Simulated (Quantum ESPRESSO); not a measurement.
# KFeSi (P-6m2) in Quantum ESPRESSO: a series of runs

The runs below take KFeSi through single point, with PBEsol+D3(BJ)+U.

Program: Quantum ESPRESSO 7.5. These are calculated values, not measurements. Logs are shortened: lines on timing, memory, paths and dates and some standing lists are left out, and cuts for length are marked.

## 1. The structure

It takes space group P-6m2 (No. 187, hexagonal). Conventional cell: a = 4.276 Å, b = 4.276 Å, c = 4.286 Å, α = 90.00°, β = 90.00°, γ = 120.00°. K (site symmetry -6m2) has 3 Si at 2.47 Å as nearest neighbours. Around Fe (site symmetry -6m2) lie 6 Si at 3.27 Å and 6 K at 3.27 Å. Si (site symmetry -6m2) is surrounded by 3 K at 2.47 Å.

The cell was built by a generator and needn't be a form met in nature.

## 2. Single point, PBEsol+D3(BJ)+U, collinear spin, ferromagnetic start

Input file pw.in:

```
&CONTROL
  calculation = 'scf'
  prefix = 'pwscf'
  outdir = './tmp'
  pseudo_dir = './pseudo'
  tprnfor = .true.
  tstress = .true.
  disk_io = 'nowf'
/
&SYSTEM
  ibrav = 0
  nat = 3
  ntyp = 3
  ecutwfc = 90
  nbnd = 25
  occupations = 'smearing'
  smearing = 'fd'
  degauss = 0.00734986
  nspin = 2
  starting_magnetization(1) = 0
  starting_magnetization(2) = 0.1875
  starting_magnetization(3) = 0
  vdw_corr = 'grimme-d3'
  dftd3_version = 4
/
&ELECTRONS
  conv_thr = 6d-10
  electron_maxstep = 120
  mixing_beta = 0.3
/
ATOMIC_SPECIES
K     39.0983 K.upf
Fe    55.8450 Fe.upf
Si    28.0850 Si.upf
CELL_PARAMETERS bohr
   8.0797281174    0.0000000000    0.0000000000
  -4.0398640492    6.9972498129    0.0000000000
   0.0000000000    0.0000000000    8.0998987706
ATOMIC_POSITIONS bohr
K     -0.0000000341    4.6648332319    4.0499493853
Fe     4.0398641022    2.3324165810    0.0000000000
Si     0.0000000000    0.0000000000    4.0499493853
K_POINTS automatic
6 6 5 0 0 0
HUBBARD {ortho-atomic}
U Fe-3d 4.0
```

Potentials or basis: PseudoDojo 0.4.1 SR PBEsol standard.

Run with:

```bash
$ OMP_NUM_THREADS=1 pw.x -in pw.in > pw.out
```

pw.out:

```text
This program is part of the open-source Quantum ESPRESSO suite
     for quantum simulation of materials; please cite
         "P. Giannozzi et al., J. Phys.:Condens. Matter 21 395502 (2009);
         "P. Giannozzi et al., J. Phys.:Condens. Matter 29 465901 (2017);
         "P. Giannozzi et al., J. Chem. Phys. 152 154105 (2020);
     in publications or presentations arising from this work. More details at

     Message from routine setup:
     using ibrav=0 with symmetry is DISCOURAGED, use correct ibrav instead

     G-vector sticks info
     --------------------
     sticks:   dense  smooth     PW     G-vecs:    dense   smooth      PW
     Sum        1627    1627    451                52855    52855    7833

     Using Slab Decomposition

     bravais-lattice index     =            0
     lattice parameter (alat)  =       8.0797  a.u.
     unit-cell volume          =     457.9349 (a.u.)^3
     number of atoms/cell      =            3
     number of atomic types    =            3
     number of electrons       =        29.00
     number of Kohn-Sham states=           25
     kinetic-energy cutoff     =      90.0000  Ry
     charge density cutoff     =     360.0000  Ry
     scf convergence threshold =      6.0E-10
     mixing beta               =       0.3000
     number of iterations used =            8  plain     mixing
     Exchange-correlation= PBESOL
                           (   1   4  10   8   0   0   0)
     Hubbard projectors: ortho-atomic
     Hubbard parameters of DFT+U (Dudarev formulation) in eV:
     U(Fe-3d) =  4.0000

     Internal variables: lda_plus_u =T, lda_plus_u_kind = 0

     Internal variables: orbital_resolved =F, hub_pot_fix =F, apply_U = F

     celldm(1)=   8.079728  celldm(2)=   0.000000  celldm(3)=   0.000000
     celldm(4)=   0.000000  celldm(5)=   0.000000  celldm(6)=   0.000000

     crystal axes: (cart. coord. in units of alat)
               a(1) = (   1.000000   0.000000   0.000000 )
               a(2) = (  -0.500000   0.866025   0.000000 )
               a(3) = (   0.000000   0.000000   1.002496 )

     reciprocal axes: (cart. coord. in units 2 pi/alat)
               b(1) = (  1.000000  0.577350 -0.000000 )
               b(2) = (  0.000000  1.154701  0.000000 )
               b(3) = (  0.000000 -0.000000  0.997510 )

     PseudoPot. # 1 for K  read from file:
     K.upf
     Pseudo is Norm-conserving + core correction, Zval =  9.0
     Generated using ONCVPSP code by D. R. Hamann
     Using radial grid of 2250 points,  6 beta functions with:
                l(1) =   0
                l(2) =   0
                l(3) =   1
                l(4) =   1
                l(5) =   2
                l(6) =   2

     PseudoPot. # 2 for Fe read from file:
     Fe.upf
     Pseudo is Norm-conserving + core correction, Zval = 16.0
     Generated using ONCVPSP code by D. R. Hamann
     Using radial grid of 1426 points,  6 beta functions with:
                l(1) =   0
                l(2) =   0
                l(3) =   1
                l(4) =   1
                l(5) =   2
                l(6) =   2

     PseudoPot. # 3 for Si read from file:
     Si.upf
     Pseudo is Norm-conserving + core correction, Zval =  4.0
     Generated using ONCVPSP code by D. R. Hamann
[... 170 lines left out ...]
       0.000 -0.000  0.000  0.135  0.000
      -0.000 -0.000  0.000  0.000  0.135

     Number of occupied Hubbard levels =    5.9575

     Threshold (ethr) on eigenvalues was too large:
     Diagonalizing with lowered threshold

     Davidson diagonalization with overlap
     ethr =  8.19E-04,  avg # of iterations =  2.0

     total energy              =    -318.22981562 Ry
     estimated scf accuracy    <       0.24357495 Ry
[... 154 lines left out ...]
     iteration # 17     ecut=    90.00 Ry     beta= 0.30
     Davidson diagonalization with overlap
     ethr =  2.84E-12,  avg # of iterations =  3.6

     Magnetic moment per site  (integrated on atomic sphere of radius R)
     atom   1 (R=0.238)  charge=  7.2933  magn= -0.0057
     atom   2 (R=0.315)  charge= 15.2009  magn=  3.2299
     atom   3 (R=0.238)  charge=  1.9199  magn= -0.0498

     End of self-consistent calculation

     =================== HUBBARD OCCUPATIONS ===================
     ------------------------ ATOM    2 ------------------------
     Tr[ns(  2)] (up, down, total) =   4.92981  1.73492  6.66473
     Atomic magnetic moment for atom   2 =   3.19488
     SPIN  1
     eigenvalues:
       0.974  0.974  0.993  0.995  0.995
     eigenvectors (columns):
      -0.000  0.000  1.000 -0.000 -0.000
      -0.034 -0.999  0.000 -0.000 -0.000
      -0.999  0.034 -0.000 -0.000  0.000
       0.000 -0.000  0.000  0.111  0.994
       0.000 -0.000  0.000 -0.994  0.111
     occupation matrix ns (before diag.):
       0.993  0.000 -0.000 -0.000 -0.000
       0.000  0.974 -0.000 -0.000 -0.000
[... 6 lines left out ...]
     eigenvectors (columns):
      -1.000 -0.000 -0.000  0.000  0.000
       0.000 -0.000  0.000 -0.034  0.999
      -0.000  0.000 -0.000 -0.999 -0.034
      -0.000 -0.798  0.603 -0.000 -0.000
      -0.000  0.603  0.798 -0.000 -0.000
     occupation matrix ns (before diag.):
       0.012  0.000 -0.000 -0.000 -0.000
       0.000  0.850 -0.000 -0.000 -0.000
      -0.000 -0.000  0.850  0.000  0.000
      -0.000 -0.000  0.000  0.012  0.000
      -0.000 -0.000  0.000  0.000  0.012

     Number of occupied Hubbard levels =    6.6647

 ------ SPIN UP ------------

          k = 0.0000 0.0000 0.0000 (  6601 PWs)   bands (ev):

   -80.3385 -47.0926 -47.0926 -45.7170 -22.9358  -6.8614  -6.8614  -6.4803
    -0.4910   2.5128   2.5128   2.9507   4.0728   4.0728   6.7519   7.0461
     7.0461   7.6876  12.1481  13.8033  13.8033  13.8831  13.8831  15.7271
    16.4225
[... 136 lines left out ...]
   -80.3385 -47.0929 -47.0929 -45.7172 -22.9060  -7.2624  -7.0521  -6.5525
     1.6957   2.5572   2.6076   3.3701   3.7820   4.2620   5.5865   5.9961
     7.3483   7.5883   9.3432  11.3368  14.5356  15.2542  15.4774  15.6235
    16.6429

 ------ SPIN DOWN ----------

          k = 0.0000 0.0000 0.0000 (  6601 PWs)   bands (ev):

   -77.2001 -43.5115 -43.5115 -43.0447 -22.9432  -6.8717  -6.8717  -6.4797
    -0.4709   6.5479   6.5479   6.8299   6.8299   7.0975   7.6561  10.0278
    10.1941  10.1941  13.4848  13.7893  13.7893  14.5808  14.5808  15.9626
    16.8505
[... 136 lines left out ...]
   -77.2001 -43.5118 -43.5118 -43.0449 -22.9130  -7.2824  -7.0687  -6.5371
     1.7315   5.2232   5.6490   6.4496   6.8457   7.6460   8.1750   9.4875
    10.4278  10.6664  11.1161  11.4417  14.9441  15.3897  15.6197  16.0253
    16.9048

     the Fermi energy is     7.4456 ev

!    total energy              =    -318.37652018 Ry
     estimated scf accuracy    <          4.1E-10 Ry
     smearing contrib. (-TS)   =      -0.00495756 Ry
     internal energy E=F+TS    =    -318.37156262 Ry

     The total energy is F=E-TS. E is the sum of the following terms:
     one-electron contribution =    -207.20855295 Ry
     hartree contribution      =     112.39432332 Ry
     xc contribution           =     -51.00968326 Ry
     ewald contribution        =    -172.54615625 Ry
     DFT-D3 Dispersion         =      -0.05417947 Ry
     Hubbard energy            =       0.05268599 Ry

     total magnetization       =     3.23 Bohr mag/cell
     absolute magnetization    =     3.48 Bohr mag/cell

     convergence has been achieved in  17 iterations

     Forces acting on atoms (cartesian axes, Ry/au):

     atom    1 type  1   force =     0.00000000    0.00000000    0.00000000
     atom    2 type  2   force =    -0.00000000   -0.00000000    0.00000000
     atom    3 type  3   force =     0.00000000    0.00000000    0.00000000

     Total force =     0.000000     Total SCF correction =     0.000000

     Computing stress (Cartesian axis) and pressure

          total   stress  (Ry/bohr**3)                   (kbar)     P=       79.89
   0.00114912  -0.00000000   0.00000000          169.04       -0.00        0.00
  -0.00000000   0.00114912   0.00000000           -0.00      169.04        0.00
   0.00000000  -0.00000000  -0.00066900            0.00       -0.00      -98.41

=------------------------------------------------------------------------------=
   JOB DONE.
=------------------------------------------------------------------------------=
```

Run time: 3.1 min. Hardware: 1 thread of Arm Neoverse V1, shared host; peak memory 0.25 GiB.

Results:

```
Free energy                                           : -4331.7332 eV
Pressure                                              : 8.0 GPa
Band gap on the k mesh                                : none (metal or under the smearing width)
Net moment                                            : 3.23 μB per cell
Absolute moment                                       : 3.48 μB per cell
Site moments                                          : K -0.01; Fe +3.23; Si -0.05 μB
Valence electrons inside the program's atomic spheres : K 7.29; Fe 15.20; Si 1.92
```

Eigenvalues of the final occupation matrices:
```
   site  spin  trace               eigenvalues
Fe 2 3d     1   4.93  0.97 0.97 0.99 0.99 0.99
Fe 2 3d     2   1.73  0.01 0.01 0.01 0.85 0.85
```

Caveat: pairwise dispersion overbinds metals, which lowers pressure and volume; the U is typed as a test and isn't derived for this compound. The state reached can hang on the start; a lower one may exist.

## 3. Single point, PBEsol+D3(BJ)+U, collinear spin, ferromagnetic start

Input file pw.in:

```
&CONTROL
  calculation = 'scf'
  prefix = 'pwscf'
  outdir = './tmp'
  pseudo_dir = './pseudo'
  tprnfor = .true.
  tstress = .true.
  disk_io = 'nowf'
/
&SYSTEM
  ibrav = 0
  nat = 3
  ntyp = 3
  ecutwfc = 72
  nbnd = 25
  input_dft = 'pbesol'
  occupations = 'tetrahedra_opt'
  nspin = 2
  starting_magnetization(1) = 0
  starting_magnetization(2) = 0.1875
  starting_magnetization(3) = 0
  vdw_corr = 'grimme-d3'
  dftd3_version = 4
/
&ELECTRONS
  conv_thr = 6d-10
  electron_maxstep = 120
  mixing_beta = 0.3
  diagonalization = 'paro'
/
ATOMIC_SPECIES
K     39.0983 K.upf
Fe    55.8450 Fe.upf
Si    28.0850 Si.upf
CELL_PARAMETERS angstrom
   4.2756079900    0.0000000000    0.0000000000
  -2.1378039900    3.7027851400    0.0000000000
   0.0000000000    0.0000000000    4.2862818400
ATOMIC_POSITIONS crystal
K      0.3333333300    0.6666666700    0.5000000000
Fe     0.6666666700    0.3333333300    0.0000000000
Si     0.0000000000    0.0000000000    0.5000000000
K_POINTS automatic
7 7 6 0 0 0
HUBBARD {ortho-atomic}
U Fe-3d 6.2
```

Potentials or basis: PseudoDojo 0.4.1 SR PBE standard.

Run with:

```bash
$ OMP_NUM_THREADS=1 pw.x -in pw.in > pw.out
```

Run time: 7.2 min. Hardware: 1 thread of Arm Neoverse V1, shared host; peak memory 0.23 GiB.

These settings aren't checked as converged (typed here: smearing = tetrahedra_opt; width = left out; ecut_scale = 0.8; diagonalization = paro): the numbers below hold their error.

Results:

```
Free energy                                           : -4328.9123 eV
Pressure                                              : 3.6 GPa
Band gap on the k mesh                                : none (metal or under the smearing width)
Net moment                                            : 3.15 μB per cell
Absolute moment                                       : 3.35 μB per cell
Site moments                                          : K -0.00; Fe +3.12; Si -0.04 μB
Valence electrons inside the program's atomic spheres : K 7.29; Fe 15.24; Si 1.91
```

Caveat: the potentials were made for another functional, which shifts forces and pressure; pairwise dispersion overbinds metals, which lowers pressure and volume; the U is typed as a test and isn't derived for this compound.
